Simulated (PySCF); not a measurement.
# BF3H3P: NMR shifts at several levels of theory, part 2 of 2

PySCF 2.14.0. Atoms count from 0.

## (10) NMR shieldings: PBE0/6-31G

The job: settings as JSON, then the geometry in Å.

```
{"job": {"kind": "nmr", "xc": "PBE0", "basis": "6-31G", "pop": true}, "charge": 0, "multiplicity": 1}
B      1.097260    -0.033134     0.071583
P     -0.732056     0.015102    -0.060212
F     -1.419763    -0.867222    -1.162823
F     -1.406984     1.399255    -0.366761
F     -1.572988    -0.424450     1.190874
H      1.322405    -1.203873     0.311624
H      1.313480     0.737370     0.988827
H      1.452386     0.357274    -1.025194
```

With the program's defaults for keys left out, this is: GIAO PBE0/6-31G NMR shielding, non-relativistic, gas phase.

The log of the run:

```text
coarse grid: 7832 points
cycle   1  E = -666.7748488733  dE =  9.533e-01  |g| = 8.427e-01  |ddm| = 2.632e+00
cycle   2  E = -666.7122616031  dE =  6.259e-02  |g| = 1.106e+00  |ddm| = 2.035e+00
cycle   3  E = -666.9453865889  dE = -2.331e-01  |g| = 9.523e-02  |ddm| = 1.068e+00
cycle   4  E = -666.9480449325  dE = -2.658e-03  |g| = 1.957e-02  |ddm| = 1.436e-01
cycle   5  E = -666.9481613779  dE = -1.164e-04  |g| = 1.782e-03  |ddm| = 2.619e-02
cycle   6  E = -666.9481624408  dE = -1.063e-06  |g| = 3.653e-04  |ddm| = 3.164e-03
final grid: 74064 points
cycle   7  E = -666.9437040321  dE = -9.410e-06  |g| = 3.923e-03  |ddm| = 1.331e-02
cycle   8  E = -666.9437041394  dE = -1.073e-07  |g| = 4.047e-03  |ddm| = 9.300e-03
cycle   9  E = -666.9437090915  dE = -4.952e-06  |g| = 6.357e-04  |ddm| = 4.775e-03
cycle  10  E = -666.9437091605  dE = -6.894e-08  |g| = 3.802e-05  |ddm| = 5.305e-04
cycle  11  E = -666.9437091608  dE = -3.471e-10  |g| = 3.066e-05  |ddm| = 7.943e-05
converged SCF energy = -666.9437091608

GIAO shielding tensors (ppm)
atom      isotropic    diamagn.    paramagn.     s11        s22        s33       span
  0 B      161.683     200.517     -38.834    156.088    156.319    172.643     16.555
  1 P      227.675     960.457    -732.782    141.150    142.431    399.445    258.295
  2 F      246.523     473.828    -227.305    131.616    253.307    354.646    223.031
  3 F      246.823     473.851    -227.028    132.174    253.579    354.717    222.544
  4 F      246.712     473.853    -227.141    131.947    253.601    354.589    222.642
  5 H       30.995      29.173       1.822     26.943     29.721     36.321      9.378
  6 H       30.984      29.182       1.802     26.933     29.726     36.294      9.360
  7 H       30.985      29.165       1.820     26.933     29.720     36.304      9.371
```

It took 3.4 s on 1 thread of Arm Neoverse V1, shared host; peak memory 0.5 GiB.

In short: δ B0 -48.5, P1 136.6, F2 -69.3, H5 1.62 ppm (means over like atoms).

## (11) NMR shieldings: PBE0/6-31G*

Settings changed since step 10:

```diff
@@ -1,2 +1,2 @@
-{"job": {"kind": "nmr", "xc": "PBE0", "basis": "6-31G", "pop": true}, "charge": 0, "multiplicity": 1}
+{"job": {"kind": "nmr", "xc": "PBE0", "basis": "6-31G*", "pop": true}, "charge": 0, "multiplicity": 1}
 B      1.097260    -0.033134     0.071583
```

Level: GIAO PBE0/6-31G* NMR shielding, non-relativistic, gas phase.

The log of the run:

```text
coarse grid: 7832 points
cycle   1  E = -667.0055404910  dE =  7.056e-01  |g| = 8.263e-01  |ddm| = 2.682e+00
cycle   2  E = -666.9172695537  dE =  8.827e-02  |g| = 1.120e+00  |ddm| = 1.454e+00
cycle   3  E = -667.1381556701  dE = -2.209e-01  |g| = 8.821e-02  |ddm| = 8.260e-01
cycle   4  E = -667.1401325686  dE = -1.977e-03  |g| = 1.755e-02  |ddm| = 1.050e-01
cycle   5  E = -667.1402261213  dE = -9.355e-05  |g| = 2.824e-03  |ddm| = 2.269e-02
cycle   6  E = -667.1402286940  dE = -2.573e-06  |g| = 4.555e-04  |ddm| = 3.904e-03
final grid: 74064 points
cycle   7  E = -667.1355980610  dE = -1.118e-05  |g| = 3.909e-03  |ddm| = 1.326e-02
cycle   8  E = -667.1355982565  dE = -1.955e-07  |g| = 3.905e-03  |ddm| = 8.686e-03
cycle   9  E = -667.1356028217  dE = -4.565e-06  |g| = 4.887e-04  |ddm| = 4.356e-03
cycle  10  E = -667.1356028600  dE = -3.831e-08  |g| = 5.800e-05  |ddm| = 3.568e-04
cycle  11  E = -667.1356028608  dE = -7.582e-10  |g| = 1.464e-05  |ddm| = 6.741e-05
converged SCF energy = -667.1356028608

GIAO shielding tensors (ppm)
atom      isotropic    diamagn.    paramagn.     s11        s22        s33       span
  0 B      161.847     201.345     -39.498    158.821    159.026    167.695      8.873
  1 P      254.228     960.178    -705.950    162.222    163.214    437.248    275.026
  2 F      239.525     470.594    -231.069    139.890    216.692    361.993    222.103
  3 F      239.775     470.614    -230.839    140.283    216.906    362.136    221.853
  4 F      239.676     470.621    -230.945    140.110    216.917    362.001    221.891
  5 H       30.883      29.800       1.083     27.636     29.590     35.424      7.787
  6 H       30.873      29.818       1.054     27.640     29.604     35.374      7.734
  7 H       30.874      29.792       1.082     27.634     29.594     35.393      7.759
```

Wall time 4.5 s (1 thread of Arm Neoverse V1, shared host); peak memory 0.5 GiB.

This run: δ B0 -49.6, P1 122.0, F2 -40.8, H5 1.09 ppm (means over like atoms).

## (12) NMR shieldings: PBE0/6-311+G(2d,p)

Settings changed since step 11:

```diff
@@ -1,2 +1,2 @@
-{"job": {"kind": "nmr", "xc": "PBE0", "basis": "6-31G*", "pop": true}, "charge": 0, "multiplicity": 1}
+{"job": {"kind": "nmr", "xc": "PBE0", "basis": "6-311+G(2d,p)", "pop": true}, "charge": 0, "multiplicity": 1}
 B      1.097260    -0.033134     0.071583
```

Method: GIAO PBE0/6-311+G(2d,p) NMR shielding, non-relativistic, gas phase.

The log of the run:

```text
coarse grid: 7832 points
cycle   1  E = -667.1467011145  dE =  6.944e-01  |g| = 8.563e-01  |ddm| = 2.459e+00
cycle   2  E = -667.0457011107  dE =  1.010e-01  |g| = 1.197e+00  |ddm| = 1.358e+00
cycle   3  E = -667.2725338827  dE = -2.268e-01  |g| = 9.687e-02  |ddm| = 7.064e-01
cycle   4  E = -667.2744895073  dE = -1.956e-03  |g| = 2.755e-02  |ddm| = 1.423e-01
cycle   5  E = -667.2746808554  dE = -1.913e-04  |g| = 4.978e-03  |ddm| = 3.938e-02
cycle   6  E = -667.2746887944  dE = -7.939e-06  |g| = 8.886e-04  |ddm| = 7.072e-03
final grid: 74064 points
cycle   7  E = -667.2898266190  dE = -3.347e-05  |g| = 5.151e-03  |ddm| = 2.240e-02
cycle   8  E = -667.2898258142  dE =  8.048e-07  |g| = 5.581e-03  |ddm| = 9.004e-03
cycle   9  E = -667.2898317946  dE = -5.980e-06  |g| = 7.045e-04  |ddm| = 4.604e-03
cycle  10  E = -667.2898318697  dE = -7.508e-08  |g| = 1.702e-04  |ddm| = 6.928e-04
cycle  11  E = -667.2898318769  dE = -7.231e-09  |g| = 3.214e-05  |ddm| = 2.401e-04
cycle  12  E = -667.2898318771  dE = -2.414e-10  |g| = 9.201e-06  |ddm| = 4.134e-05
converged SCF energy = -667.2898318771

GIAO shielding tensors (ppm)
atom      isotropic    diamagn.    paramagn.     s11        s22        s33       span
  0 B      156.321     193.868     -37.547    153.522    153.748    161.691      8.168
  1 P      175.207     959.694    -784.486     68.930     69.937    386.755    317.825
  2 F      223.841     465.121    -241.280    126.357    197.359    347.805    221.447
  3 F      224.087     465.164    -241.076    126.897    197.444    347.921    221.023
  4 F      223.989     465.189    -241.200    126.629    197.529    347.807    221.178
  5 H       30.407      28.278       2.129     27.430     29.071     34.722      7.292
  6 H       30.393      28.252       2.141     27.425     29.079     34.675      7.250
  7 H       30.395      28.252       2.142     27.421     29.070     34.693      7.272
```

It took 10 s on 1 thread of Arm Neoverse V1, shared host; peak memory 0.73 GiB.

In short: δ B0 -53.9, P1 121.8, F2 -49.2, H5 1.11 ppm (means over like atoms).

## (13) NMR shieldings: PBE0/def2-SVP

Settings changed since step 12:

```diff
@@ -1,2 +1,2 @@
-{"job": {"kind": "nmr", "xc": "PBE0", "basis": "6-311+G(2d,p)", "pop": true}, "charge": 0, "multiplicity": 1}
+{"job": {"kind": "nmr", "xc": "PBE0", "basis": "def2-SVP", "pop": true}, "charge": 0, "multiplicity": 1}
 B      1.097260    -0.033134     0.071583
```

With the program's defaults for keys left out, this is: GIAO PBE0/def2-SVP NMR shielding, non-relativistic, gas phase.

The log of the run:

```text
coarse grid: 7832 points
cycle   1  E = -666.5763961226  dE =  6.851e-01  |g| = 8.419e-01  |ddm| = 2.863e+00
cycle   2  E = -666.4845486593  dE =  9.185e-02  |g| = 1.137e+00  |ddm| = 1.630e+00
cycle   3  E = -666.7146689620  dE = -2.301e-01  |g| = 8.533e-02  |ddm| = 8.816e-01
cycle   4  E = -666.7164778390  dE = -1.809e-03  |g| = 2.018e-02  |ddm| = 1.111e-01
cycle   5  E = -666.7166039165  dE = -1.261e-04  |g| = 3.156e-03  |ddm| = 3.052e-02
cycle   6  E = -666.7166072752  dE = -3.359e-06  |g| = 6.160e-04  |ddm| = 4.294e-03
final grid: 74064 points
cycle   7  E = -666.7946305765  dE = -1.338e-05  |g| = 3.471e-03  |ddm| = 1.882e-02
cycle   8  E = -666.7946308860  dE = -3.096e-07  |g| = 3.262e-03  |ddm| = 8.566e-03
cycle   9  E = -666.7946343485  dE = -3.462e-06  |g| = 3.189e-04  |ddm| = 4.398e-03
cycle  10  E = -666.7946343654  dE = -1.692e-08  |g| = 8.150e-05  |ddm| = 2.668e-04
cycle  11  E = -666.7946343667  dE = -1.279e-09  |g| = 1.561e-05  |ddm| = 8.239e-05
cycle  12  E = -666.7946343668  dE = -6.889e-11  |g| = 5.762e-06  |ddm| = 2.054e-05
converged SCF energy = -666.7946343668

GIAO shielding tensors (ppm)
atom      isotropic    diamagn.    paramagn.     s11        s22        s33       span
  0 B      162.447     194.428     -31.980    160.046    160.279    167.018      6.972
  1 P      266.745     962.176    -695.430    180.277    181.277    438.682    258.405
  2 F      241.537     470.415    -228.878    138.416    230.562    355.634    217.218
  3 F      241.755     470.442    -228.687    138.804    230.718    355.743    216.938
  4 F      241.678     470.448    -228.770    138.633    230.768    355.633    217.000
  5 H       30.373      28.530       1.843     27.097     28.942     35.079      7.982
  6 H       30.363      28.538       1.824     27.098     28.956     35.033      7.935
  7 H       30.363      28.516       1.847     27.093     28.946     35.051      7.958
```

It took 4.8 s on 1 thread of Arm Neoverse V1, shared host; peak memory 0.45 GiB.

Key values: δ B0 -51.8, P1 119.1, F2 -27.0, H5 0.98 ppm (means over like atoms).

## (14) Shielding tensors: PBE0/def2-TZVP

Settings changed since step 13:

```diff
@@ -1,2 +1,2 @@
-{"job": {"kind": "nmr", "xc": "PBE0", "basis": "def2-SVP", "pop": true}, "charge": 0, "multiplicity": 1}
+{"job": {"kind": "nmr", "xc": "PBE0", "basis": "def2-TZVP", "pop": true}, "charge": 0, "multiplicity": 1}
 B      1.097260    -0.033134     0.071583
```

Level: GIAO PBE0/def2-TZVP NMR shielding, non-relativistic, gas phase.

The log of the run:

```text
coarse grid: 7832 points
cycle   1  E = -667.2114595506  dE =  6.787e-01  |g| = 8.418e-01  |ddm| = 2.337e+00
cycle   2  E = -667.1088180531  dE =  1.026e-01  |g| = 1.197e+00  |ddm| = 1.187e+00
cycle   3  E = -667.3337814146  dE = -2.250e-01  |g| = 9.222e-02  |ddm| = 6.437e-01
cycle   4  E = -667.3356919227  dE = -1.911e-03  |g| = 2.565e-02  |ddm| = 8.896e-02
cycle   5  E = -667.3358556016  dE = -1.637e-04  |g| = 5.014e-03  |ddm| = 2.420e-02
cycle   6  E = -667.3358634501  dE = -7.849e-06  |g| = 7.641e-04  |ddm| = 5.413e-03
final grid: 74064 points
cycle   7  E = -667.3444323179  dE = -3.105e-05  |g| = 5.227e-03  |ddm| = 2.321e-02
cycle   8  E = -667.3444315601  dE =  7.578e-07  |g| = 5.619e-03  |ddm| = 7.617e-03
cycle   9  E = -667.3444376468  dE = -6.087e-06  |g| = 7.346e-04  |ddm| = 4.019e-03
cycle  10  E = -667.3444377261  dE = -7.933e-08  |g| = 1.925e-04  |ddm| = 4.563e-04
cycle  11  E = -667.3444377347  dE = -8.576e-09  |g| = 3.414e-05  |ddm| = 1.605e-04
cycle  12  E = -667.3444377350  dE = -2.884e-10  |g| = 9.589e-06  |ddm| = 3.699e-05
converged SCF energy = -667.3444377350

GIAO shielding tensors (ppm)
atom      isotropic    diamagn.    paramagn.     s11        s22        s33       span
  0 B      157.609     198.627     -41.019    155.263    155.469    162.095      6.832
  1 P      160.562     955.578    -795.015     52.853     53.823    375.011    322.158
  2 F      217.959     466.243    -248.284    115.269    187.106    351.501    236.232
  3 F      218.204     466.262    -248.058    115.754    187.219    351.637    235.883
  4 F      218.106     466.272    -248.166    115.518    187.290    351.511    235.993
  5 H       30.373      29.458       0.915     27.465     29.001     34.653      7.188
  6 H       30.360      29.455       0.905     27.463     29.012     34.603      7.140
  7 H       30.361      29.438       0.923     27.458     29.003     34.622      7.164
```

Run time: 12 s. Hardware: 1 thread of Arm Neoverse V1, shared host; peak memory 0.76 GiB.

Key values: δ B0 -55.0, P1 120.4, F2 -39.2, H5 1.12 ppm (means over like atoms).

## (15) Side by side: NMR shifts

Shifts (ppm), means over like atoms, with basis size and wall time (the measured row can stand on another reference than the computed rows):

| run | H5 | B0 | P1 | F2 | functions | time |
| --- | --- | --- | --- | --- | --- | --- |
| WP04/pcSseg-2 | 0.96 | -49.5 | 118.5 | -54.4 | 229 | 17 s |
| B97-2/pcSseg-2 | 1.05 | -54.2 | 115.6 | -48.5 | 229 | 17 s |
| BHandHLYP/pcSseg-2 | 1.00 | -51.4 | 115.5 | -39.2 | 229 | 16 s |
| CAM-B3LYP/pcSseg-2 | 1.06 | -55.1 | 123.5 | -37.7 | 229 | 22 s |
| wB97X-D/pcSseg-2 | 1.06 | -54.5 | 122.7 | -38.4 | 229 | 22 s |
| LC-wPBE/pcSseg-2 | 1.05 | -57.1 | 126.0 | -24.5 | 229 | 27 s |
| PBE0/STO-3G | 0.30 | -41.7 | 244.9 | -118.2 | 32 | 1.9 s |
| PBE0/6-31G | 1.62 | -48.5 | 136.6 | -69.3 | 55 | 3.4 s |
| PBE0/6-31G* | 1.09 | -49.6 | 122.0 | -40.8 | 80 | 4.5 s |
| PBE0/6-311+G(2d,p) | 1.11 | -53.9 | 121.8 | -49.2 | 161 | 10 s |
| PBE0/def2-SVP | 0.98 | -51.8 | 119.1 | -27.0 | 89 | 4.8 s |
| PBE0/def2-TZVP | 1.12 | -55.0 | 120.4 | -39.2 | 179 | 12 s |
| measured | – | – | 107.0 | – | – | – |

Measured: O. Kühl, Phosphorus-31 NMR Spectroscopy, Springer 2008, chapter 6 (publisher's sample).

## (16) Outcome

The summary covers parts 1 to 2.

```
                                                                 quantity                                             value
                                                              point group                                               C3v
                                     rotational constants (main isotopes)                              4.44, 3.72, 3.71 GHz
   1H shifts against TMS (WP04/pcSseg-2, means over atoms taken as alike)                                          0.96 ppm
                              11B shifts against BF3·OEt2 (WP04/pcSseg-2)                                         -49.5 ppm
                                 31P shifts against H3PO4 (WP04/pcSseg-2)                                         118.5 ppm
19F shifts against CFCl3 (WP04/pcSseg-2, means over atoms taken as alike)                                         -54.4 ppm
                                 measured, and computed on the same scale                             P1 δ 107.0, 118.5 ppm
                                                 range of the shift of P1                                115.5 to 244.9 ppm
                                            property runs in this session  12, of which 0 failed and 1 gave unsound results
```

Single values in the summary come from the first run of each kind that ended normally (WP04/pcSseg-2), which need not be the best level. Over 12 steps the energy fell by 0.244 eV; of the close pairs, B0–H5 changed most, 1.148 to 1.216 Å. No frequency check was run at this level, so the end point may be a saddle. At WP04/pcSseg-2: The largest span, 315 ppm, is at P1, where the paramagnetic term is -792 ppm. The one measured 31P shift is missed by +11.5 ppm (computed less measured, unscaled). Vibration, temperature and solvent are missing from the calculation, so part of the miss against the measured shifts is not the functional's. In ppm, P1 moves most: its shift spreads over 129.4 ppm, from 115.5 (BHandHLYP/pcSseg-2) to 244.9 (PBE0/STO-3G). A minimal basis is unusable for shieldings, so that end is no result.
